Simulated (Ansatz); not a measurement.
# BaB2Ir2: properties at the relaxed cell

An exercise on one series of results from a longer session: the logs are not shown, and one member is left open.

The COD entry's cell or inner coordinates are ideal or old and differ from later refinements, so a difference from it is no clean test against experiment.

Computed with Ansatz 0.2.0 (DFT PBEsol, scalar-relativistic, plane waves, PAW, unless a step's input says otherwise).

### The starting structure

Symmetry: I4/mmm, No. 139, tetragonal system. Conventional cell: a = 3.912 Å, b = 3.912 Å, c = 11.277 Å, α = 90.00°, β = 90.00°, γ = 90.00°. Ba (site symmetry 4/mmm) has 10 B at 3.43 to 3.61 Å and 8 Ir at 3.43 Å and 4 Ba at 3.91 Å as nearest neighbours. B (site symmetry 4mm) is surrounded by 4 Ir at 2.11 Å. Around Ir (site symmetry -4m2) lie 4 B at 2.11 Å.

As a file:

```cif
data_structure
_symmetry_space_group_name_H-M 'I4/mmm'
_symmetry_Int_Tables_number 139
_cell_length_a 3.9123
_cell_length_b 3.9123
_cell_length_c 11.2773
_cell_angle_alpha 90.000
_cell_angle_beta 90.000
_cell_angle_gamma 90.000
_cell_volume 172.62
loop_
_atom_site_label
_atom_site_type_symbol
_atom_site_symmetry_multiplicity
_atom_site_Wyckoff_symbol
_atom_site_fract_x
_atom_site_fract_y
_atom_site_fract_z
_atom_site_occupancy
Ba1 Ba 2 a 0.00000 0.00000 0.00000 1
B1 B 4 e 0.00000 0.00000 0.32005 1
Ir1 Ir 4 d 0.00000 0.50000 0.25000 1
```

It is the result of an earlier relaxation at this level (volume 17.26 Å³/atom; gap on the mesh: none (metal)).

The first run:

input.yaml reads:

```yaml
crystal:
  lattice:
    - [-1.9364094787, 1.9364094787, 5.5817135855]
    - [1.9364094787, -1.9364094787, 5.5817135855]
    - [1.9364094787, 1.9364094787, -5.5817135855]
  atoms:
    - { symbol: Ba, position: [0.0, 0.0, 0.0] }
    - { symbol: B, position: [0.3200475251, 0.3200475251, 0.0] }
    - { symbol: B, position: [0.6799524749, 0.6799524749, 0.0] }
    - { symbol: Ir, position: [0.75, 0.25, 0.5] }
    - { symbol: Ir, position: [0.25, 0.75, 0.5] }
basis:
  ecutwfc: 420
kpoints:
  mp_grid: { grid: [12, 12, 12] }
hamiltonian:
  xc: pbesol
scf:
  occupations: { method: gaussian, width: 0.1 }
output:
  forces: true
  stress: true
  eigenvalues: true
relax:
  adjacent_minimum: "off"
  f_tol: 0.01
  max_steps: 30
  cell: { stress_tol: 0.1, fix: [volume] }
```

On the command line:

```sh
ansatz run input.yaml --threads 1 --pin off --max-ram 2560MiB --backend cpu --events-out ev --progress --plain --runs-dir out
```

Among the steps run: Volume × 0.97; Point at V/V0 = 1.03; The cell scaled to 0.94 of its volume; Volume × 1.06.

One of the session's tables, all rows but one given; the rest of the session is left out.

It belongs to the step «Energy against volume». 

```
volume (Å³/atom)  energy above the lowest point (meV/atom)  pressure (GPa)
          16.226                                      20.8            6.78
          16.744                                         ?               ?
          17.262                                       0.0            0.01
          17.779                                       4.5           -2.70
          18.297                                      17.1           -5.01
```

**Question.** Estimate the row for volume (Å³/atom) = 16.744.

Worked estimate for «energy above the lowest point (meV/atom)». A straight line through the neighbours (16.226, 20.8) and (17.262, 0.0) gives 20.8 + (0.0 − 20.8) × (16.744 − 16.226) / (17.262 − 16.226) = 10.4; a parabola fitted to 3 rows on both sides gives 5.4.

**Answer.** energy above the lowest point (meV/atom): 4.9; pressure (GPa): 3.14. In «energy above the lowest point (meV/atom)» the line misses by +5.5 and the parabola by +0.5.
